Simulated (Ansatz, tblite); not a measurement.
# The cluster B8−: one state, many levels

One table from this session's results is given with a row withheld; the runs are named, their logs left out.

Program: Ansatz 0.2.0, Gaussian basis. Level of theory: as each input shows. These are calculated values, not measurements.

Plan: GFN1-xTB, GFN2-xTB, PBE-D4/def2-TZVPD, r2SCAN-D4/def2-TZVPD, B2PLYP/def2-TZVPD, HSE06-D4/def2-TZVPD, B97M-V/def2-TZVPD, HF/STO-3G, CCSD(T)/def2-SVPD, MP2/def2-TZVPD.

3 further runs of the same task are left out: 3 set aside as unsound or not needed. Runs told in other sessions of the task aren't counted.

### The geometry

The doublet was relaxed beforehand with PBE-D4/def2-SVPD. At that level it is the lowest of the isomers that a small search found.

8 atoms, charge -1, spin multiplicity 2.

Bond lengths: B1–B2 1.586 Å, B1–B3 1.807 Å, B1–B4 1.550 Å, B2–B3 1.787 Å, B2–B5 1.579 Å, B3–B4 1.829 Å, B3–B5 1.815 Å, B3–B6 1.797 Å, B3–B7 1.825 Å, B3–B8 1.792 Å, B4–B6 1.559 Å, B5–B7 1.547 Å, B6–B8 1.591 Å, B7–B8 1.567 Å. Angles: B2–B1–B3 63.2°, B2–B1–B4 128.7°, B3–B1–B4 65.5°, B1–B2–B3 64.5°, B1–B2–B5 129.4°, B3–B2–B5 64.9°, B1–B3–B2 52.3°, B1–B3–B4 50.5°, B1–B3–B5 104.3°, B1–B3–B6 101.4°, B1–B3–B7 154.6°, B1–B3–B8 154.0°, B2–B3–B4 102.8°, B2–B3–B5 52.0°, B2–B3–B6 153.7°, B2–B3–B7 102.3°, B2–B3–B8 153.6°, B4–B3–B5 154.8° and more.

The ion is computed in the gas phase, without counter-ions or solvent.

PBE0-D4/def2-TZVPD was run before; its log isn't repeated, and its numbers join the tables.

The first run:

Tight binding, by tblite at 300 K electronic temperature and without a spin-polarisation term:

```python
tblite.interface.Calculator('GFN1-xTB', numbers, positions, charge=-1, uhf=1).singlepoint()
```

Tight binding, by tblite at 300 K electronic temperature and without a spin-polarisation term:

```python
tblite.interface.Calculator('GFN2-xTB', numbers, positions, charge=-1, uhf=1).singlepoint()
```

start.molden holds the orbitals of an earlier run on this state, given as this run's starting guess.

in.yaml

```yaml
crystal:
  periodic: [false, false, false]
  atoms:
    - {symbol: B, position_ang: [0.169319, 1.799352, 0.006206]}
    - {symbol: B, position_ang: [-1.305458, 1.219649, 0.060997]}
    - {symbol: B, position_ang: [-0.000166, -0.000030, 0.000937]}
    - {symbol: B, position_ang: [1.511839, 1.027175, -0.060547]}
    - {symbol: B, position_ang: [-1.791073, -0.282598, 0.076647]}
    - {symbol: B, position_ang: [1.718854, -0.518230, -0.075749]}
    - {symbol: B, position_ang: [-0.932430, -1.568174, 0.029580]}
    - {symbol: B, position_ang: [0.629116, -1.677135, -0.038081]}
basis:
  gaussian: {orbitals: def2-TZVPD, initial_orbitals: start.molden}
total_charge: -1
magnetization: {spin_polarized: true, initial_magnetization: 1}
hamiltonian: {xc: pbe, dispersion: d4}
scf: {omitted_lower_state_checks: [starts]}
output: {forces: true, orbitals: {seedname: orbitals}}
```

Launch:

```
$ ansatz run in.yaml --threads 4 --pin off --events-out ev --progress --plain --max-ram 4787MiB
```

Among the steps run: PBE-D4/def2-TZVPD; r2SCAN-D4/def2-TZVPD; B2PLYP/def2-TZVPD; HSE06-D4/def2-TZVPD; B97M-V/def2-TZVPD; HF/STO-3G; CCSD(T)/def2-SVPD; MP2/def2-TZVPD.

One table of the session follows, with a row left open; its other results are not shown here.

| level | LUMO (eV) | gap (eV) |
| --- | --- | --- |
| HF/STO-3G | 9.60 | 7.73 |
| PBE-D4/def2-TZVPD | ? | ? |
| r2SCAN-D4/def2-TZVPD | -0.08 | 0.57 |
| B97M-V/def2-TZVPD | -0.06 | 0.47 |
| PBE0-D4/def2-TZVPD | 0.49 | 1.75 |
| HSE06-D4/def2-TZVPD | 0.11 | 1.00 |

Estimate the missing values for PBE-D4/def2-TZVPD.

The run gave: LUMO (eV): -0.34; gap (eV): 0.22. In the column «LUMO (eV)» it is the lowest.

To keep in mind: The anion's highest level is positive in at least one run, so there the basis alone may hold the extra electron.
